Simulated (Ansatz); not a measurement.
**TaHCl (quartet): from Hartree-Fock to the top rungs at distance Ta1–Cl2 = 5.027 Å, def2-SVP**

The task here is to estimate one member of a computed series from the others.

Computed with Ansatz 0.2.0, Gaussian basis. Level: def2-SVP, core rule «outside noble gas», up to 9 orbitals frozen.

To be run: UHF; CCSD(T) on ROHF; CCSD(T) on UHF; CISD; CCSDT(Q) on ROHF; CCSDT(Q) on UHF; CASSCF and MRCISD+Q, 5 electrons in 5 orbitals; CASSCF and NEVPT2, 5 electrons in 5 orbitals.

30 further runs of the same task are left out: 7 for a known fault of the program, 1 for a mislabelled method, 16 that didn't finish, 6 set aside as unsound or not needed.

## The system

The geometry derives from a PBE0/def2-TZVP stationary point (not a proven minimum). One bond is set to the value named and the two fragments are kept rigid. No spin-orbit coupling is included. Elements past krypton take def2 core potentials.

3 atoms, charge 0, spin multiplicity 4.

Atoms are counted from 1 here; the program's logs count them from 0.

Bond lengths: Ta1–H3 1.863 Å.

Set-up of the first run:

in.yaml

```yaml
crystal:
  periodic: [false, false, false]
  atoms:
    - {symbol: Ta, position_ang: [0.000000, 0.000000, 1.054833]}
    - {symbol: Cl, position_ang: [0.000000, 0.000000, -3.972167]}
    - {symbol: H, position_ang: [0.000000, 0.000000, 2.917333]}
basis:
  gaussian: {orbitals: def2-SVP}
magnetization: {spin_polarized: true, initial_magnetization: 3}
hamiltonian: {xc: hf}
output: {orbitals: {seedname: orbitals}}
```

Launch:

```console
$ ansatz run in.yaml --threads 1 --pin off --events-out ev --progress --plain --max-ram 2393MiB
```

Among the steps run: UHF; CCSD(T) on ROHF; CCSD(T) on UHF; CISD; CCSDT(Q) on ROHF; CCSDT(Q) on UHF; CASSCF and MRCISD+Q, 5 electrons in 5 orbitals; CASSCF and NEVPT2, 5 electrons in 5 orbitals.

One table of the session follows, with a row left open; its other results are not shown here.

```
     method  from UCCSDT(Q) (kcal/mol)
       ROHF                    +149.09
        UHF                    +126.79
       RMP2                     +29.20
       UMP2                     +22.46
       CISD                     +18.92
      RCCSD                          ?
      UCCSD                      +2.34
   RCCSD(T)                      +1.96
   UCCSD(T)                      +0.60
     RCCSDT                      +0.42
     UCCSDT                      +0.11
  RCCSDT(Q)                      +0.09
  UCCSDT(Q)                          0
CASSCF pair                    +132.53
NEVPT2 pair                     +26.93
```

Q: Estimate the row for RCCSD from the others.

As computed: from UCCSDT(Q) (kcal/mol): +5.17. In the column «from UCCSDT(Q) (kcal/mol)» it lies between UCCSD (+2.34) and CISD (+18.92).

Among the levels timed on like hardware and quicker than the yardstick, those that no quicker one beats, quickest first: CISD (25 s, +18.92 kcal/mol); UCCSD(T) (1.8 min, +0.60 kcal/mol).

Not comparable, so not listed: CASSCF and MRCISD+Q, 5 electrons in 5 orbitals (they don't share determinant, frozen orbitals or solution with the rows shown, or repeat one).

Caveats from the session: The determinant is far from a pure spin state, so its energy mixes those of several spin states (harmless only where they are near-degenerate, as at dissociation). The program flags RCCSD(T), RCCSDT(Q) as in doubt, so those rows may rest on another solution; read them beside their warnings. Restricted and unrestricted rows rest on different reference determinants; where their highest levels disagree by more than a few hundredths of an eV, they describe different states and don't form one ladder. Warnings in the runs' records: asymmetric forces, lower state, passed over end.
